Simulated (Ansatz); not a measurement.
# Y2GeH2 (element-swapped structure): how the settings move a relaxation

Aim: see which settings change the result for Y2GeH2 (element-swapped structure), by how much, and at what cost.

Method: reference: DFT r2SCAN, plane waves, PAW, scalar-relativistic, no spin polarisation, in Ansatz 0.2.0.

## (1) The starting structure

Symmetry: P-3m1, No. 164, trigonal system. Conventional cell: a = 3.860 Å, b = 3.860 Å, c = 6.333 Å, α = 90.00°, β = 90.00°, γ = 120.00°. H (site symmetry 3m) has 4 Y at 2.41 to 2.47 Å as nearest neighbours. Y (site symmetry 3m) has 4 H at 2.41 to 2.47 Å and 3 Ge at 2.65 Å as nearest neighbours. Around Ge (site symmetry -3m) lie 6 Y at 2.65 Å.

As a file:

```xyz
5
Lattice="1.9302 3.3433 0.0000 -1.9302 3.3433 0.0000 0.0000 0.0000 6.3334" Properties=species:S:1:pos:R:3 pbc="T T T"
H    -0.0002    2.2290    3.8444
H     0.0002    4.4576    2.4890
Y    -0.0002    2.2290    1.4345
Y     0.0002    4.4576    4.8989
Ge    0.0000    0.0000    0.0000
```

## (2) Reference

input.yaml

```yaml
crystal:
  lattice:
    - [1.930241, 3.343273, 0.0]
    - [-1.930241, 3.343273, 0.0]
    - [0.0, 0.0, 6.333425]
  atoms:
    - { symbol: H, position: [0.3333, 0.3334, 0.607] }
    - { symbol: H, position: [0.6667, 0.6666, 0.393] }
    - { symbol: "Y", position: [0.3333, 0.3334, 0.2265] }
    - { symbol: "Y", position: [0.6667, 0.6666, 0.7735] }
    - { symbol: Ge, position: [0.0, 0.0, 0.0] }
  symmetry: { tolerance: 0.0003 }
kpoints:
  mp_grid: { grid: [5, 5, 3], shift: [0, 0, 0] }
magnetization:
  spin_polarized: false
scf:
  occupations: { method: fermi_dirac }
hamiltonian:
  pseudopotentials: { kind: paw }
  xc: r2scan
basis:
  ecutwfc: 500
output:
  forces: true
  stress: true
  eigenvalues: true
relax:
  max_steps: 40
  cell: {}
```

Command:

```bash
> ansatz run input.yaml --threads 1 --pin off --max-ram 2560MiB --backend cpu --events-out ev --progress --plain --runs-dir out
```

## (3) Changing settings: n_extra_bands 1

Changes to input.yaml since step 2:

```diff
@@ -18,2 +18,3 @@
   occupations: { method: fermi_dirac }
+  n_extra_bands: 1
 hamiltonian:
```

## (4) Changing settings: occupations.width 0.025, accuracy low

Changes to input.yaml since step 2:

```diff
@@ -17,3 +17,3 @@
 scf:
-  occupations: { method: fermi_dirac }
+  occupations: { method: fermi_dirac, width: 0.025 }
 hamiltonian:
@@ -30 +30,2 @@
   cell: {}
+accuracy: low
```

## (5) Changing settings: eigensolver.kind davidson

Changes to input.yaml since step 2:

```diff
@@ -18,2 +18,3 @@
   occupations: { method: fermi_dirac }
+  eigensolver: { kind: davidson }
 hamiltonian:
```

## (6) A further run, with the input changed

Changes to input.yaml since step 2:

```diff
@@ -18,2 +18,3 @@
   occupations: { method: fermi_dirac }
+  max_iter: 80
 hamiltonian:
@@ -22,3 +23,3 @@
 basis:
-  ecutwfc: 500
+  ecutwfc: "120 eV"
 output:
```

(Steps that only read results are left out.)

Q: Predict the outcome of this session. Wanted: for each run, ending; energy change; pressure; gap; force.

**Answer**, as computed:

```csv
run,ending,energy change,pressure (GPa),gap (eV),force (eV/Å),cycles,time
reference,converged,0,0.0,0.00,0.00,42,30 s
1: n_extra_bands 1,converged,0.0 meV/atom,0.0,0.00,0.00,42,28 s
"2: occupations.width 0.025, accuracy low",converged,+0.3 meV/atom (σ→0),0.0,0.00,0.00,40,27 s
3: eigensolver.kind davidson,converged,0.0 meV/atom,0.0,0.00,0.00,42,35 s
4: ecutwfc 120 eV,not converged,-,-,-,-,224,40 s
```

What this shows: 1 of the 4 altered inputs did not end normally.

The reference is no final answer either: its mesh is coarse for a cell with so small a gap or none.
